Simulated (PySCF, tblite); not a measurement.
# C₆H₉P₂−: geometry, infrared bands and NMR shifts

What infrared bands and NMR shifts should C₆H₉P₂− (`CC(C)c1pcc[p-]1`) show?

Computed with tblite 0.8.0 and PySCF 2.14.0, with density-fitted response routines of our own, on a single molecule in the gas phase. Atoms are numbered from 0 throughout.

**1. The starting structure**

17 atoms, charge -1, multiplicity 1; geometry from: force field or distance geometry start.

Bonds of the start (Å): C0–C1 1.52, C1–C2 1.50, C1–C3 1.50, C3–P4 1.71, P4–C5 1.91, C5–C6 1.35, C6–P7 1.72, P7–C3 1.75, C0–H8 1.10, C0–H9 1.11, C0–H10 1.11, C1–H11 1.10, C2–H12 1.11, C2–H13 1.12, C2–H14 1.10, C5–H15 1.09, C6–H16 1.10.

**2. Optimising the geometry with GFN2-xTB**

What the job is given:

```
{"job": {"kind": "relax", "xc": "GFN2-xTB", "basis": "xTB"}, "charge": -1, "multiplicity": 1}
C     -1.734200    -0.983900    -0.902600
C     -1.104600     0.218300    -0.227200
C     -1.771800     0.597200     1.061600
C      0.322600    -0.099800     0.098800
P      1.456400    -1.057000     0.947800
C      3.124900    -0.308900     0.386500
C      3.151000     0.731600    -0.474000
P      1.458600     0.948800    -0.714500
H     -0.975300    -1.784200    -0.962000
H     -2.151400    -0.727100    -1.903600
H     -2.604700    -1.382000    -0.333600
H     -1.196200     1.060500    -0.924700
H     -1.145000     1.183800     1.757400
H     -2.622300     1.282100     0.801200
H     -2.128300    -0.317200     1.564600
H      4.040700    -0.733200     0.792300
H      3.872700     1.383300    -0.978000
```

Command:

```
> OMP_NUM_THREADS=1 python probes_run.py task.json out
```

This one command runs all jobs of the session in turn.

**Question.** This job is followed by: GFN2-xTB harmonic vibrations, gas phase; GIAO PBE0/pcSseg-1 NMR shielding, non-relativistic, gas phase. What will the session give for the following? strongest single infrared mode (GFN2-xTB); zero-point energy (GFN2-xTB); ¹³C shifts against TMS (PBE0/pcSseg-1, means over atoms taken as alike); ¹H shifts against TMS (PBE0/pcSseg-1, means over atoms taken as alike); ³¹P shifts against H3PO4 (PBE0/pcSseg-1, means over atoms taken as alike).

**Answer**, as computed:

| quantity | value |
| --- | --- |
| strongest single infrared mode (GFN2-xTB) | 2965 cm⁻¹, 287 km/mol |
| zero-point energy (GFN2-xTB) | 82.7 kcal/mol |
| ¹³C shifts against TMS (PBE0/pcSseg-1, means over atoms taken as alike) | 205.3, 141.6, 39.7, 35.7 ppm |
| ¹H shifts against TMS (PBE0/pcSseg-1, means over atoms taken as alike) | 7.64, 3.48, 1.47 ppm |
| ³¹P shifts against H3PO4 (PBE0/pcSseg-1, means over atoms taken as alike) | 149.4 ppm |

**Reading.** Over 80 steps the energy fell by 2.663 eV; of the close pairs, P4–C5 changed most, 1.913 to 1.743 Å. No mode is imaginary among the 45: a minimum at this level. GFN2-xTB is a fitted tight-binding method: band positions and strengths are rough. Its intensities can rank the bands wrongly. At PBE0/pcSseg-1: Shielding is most anisotropic at P4, P7 (span 405 ppm, paramagnetic term -801 ppm). NICS(1)zz of -29 ppm above the planar ring from C3 marks a diatropic (aromatic) ring current.
